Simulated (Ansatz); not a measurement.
# Ti3Al: the cost of one run

Program: Ansatz 0.2.0. Level of theory: DFT PBEsol, scalar-relativistic, plane waves, PAW. These are calculated values, not measurements.

## (1) Starting point

It takes space group P-6m2 (No. 187, hexagonal). The conventional cell has a = 2.896 Å, b = 2.896 Å, c = 9.139 Å, α = 90.00°, β = 90.00°, γ = 120.00°. Ti (site symmetry -6m2) has 12 Ti at 2.82 to 2.90 Å in its first shell of neighbours. Around Ti (site symmetry 3m) lie 9 Ti at 2.82 to 2.90 Å and 3 Al at 2.84 Å. Around Al (site symmetry -6m2) lie 6 Ti at 2.84 Å and 6 Al at 2.90 Å.

Structure file:

```cif
data_structure
_symmetry_space_group_name_H-M 'P-6m2'
_symmetry_Int_Tables_number 187
_cell_length_a 2.8958
_cell_length_b 2.8958
_cell_length_c 9.1394
_cell_angle_alpha 90.000
_cell_angle_beta 90.000
_cell_angle_gamma 120.000
_cell_volume 66.37
loop_
_atom_site_label
_atom_site_type_symbol
_atom_site_symmetry_multiplicity
_atom_site_Wyckoff_symbol
_atom_site_fract_x
_atom_site_fract_y
_atom_site_fract_z
_atom_site_occupancy
Ti1 Ti 1 e 0.66667 0.33333 0.00000 1
Ti2 Ti 2 h 0.33333 0.66667 0.75118 1
Al1 Al 1 f 0.66667 0.33333 0.50000 1
```

It goes back to an entry of the Materials Project, which need not be the stable form.

This cell was relaxed beforehand with the same method: volume 16.59 Å³/atom, gap on the mesh none (metal).

## (2) The reference: the undisturbed cell on the scan's mesh

input.yaml

```yaml
crystal:
  lattice:
    - [2.8957824532, 0.0, 0.0]
    - [-1.4478912266, 2.5078211683, 0.0]
    - [0.0, 0.0, 9.1393541757]
  atoms:
    - { symbol: Ti, position: [0.6666666667, 0.3333333333, 0.0] }
    - { symbol: Ti, position: [0.3333333333, 0.6666666667, 0.7511761438] }
    - { symbol: Ti, position: [0.3333333333, 0.6666666667, 0.2488238562] }
    - { symbol: Al, position: [0.6666666667, 0.3333333333, 0.5] }
basis:
  ecutwfc: 420
kpoints:
  mp_grid: { grid: [24, 24, 6] }
hamiltonian:
  xc: pbesol
scf:
  occupations: { method: gaussian, width: 0.15 }
output:
  forces: true
  stress: true
  eigenvalues: true
  write_density: true
  write_potential: true
  elf: true
  volumetric_format: npy
```

The run is started by

```bash
> ansatz run input.yaml --threads 1 --pin off --max-ram 2560MiB --backend cpu --events-out ev --progress --plain --runs-dir out
```

**Question.** How long does this run take on 1 thread of Intel Xeon Platinum 8488C (Sapphire Rapids), shared host, and how much memory does it need?

About 24 s, with a peak of 0.61 GiB.
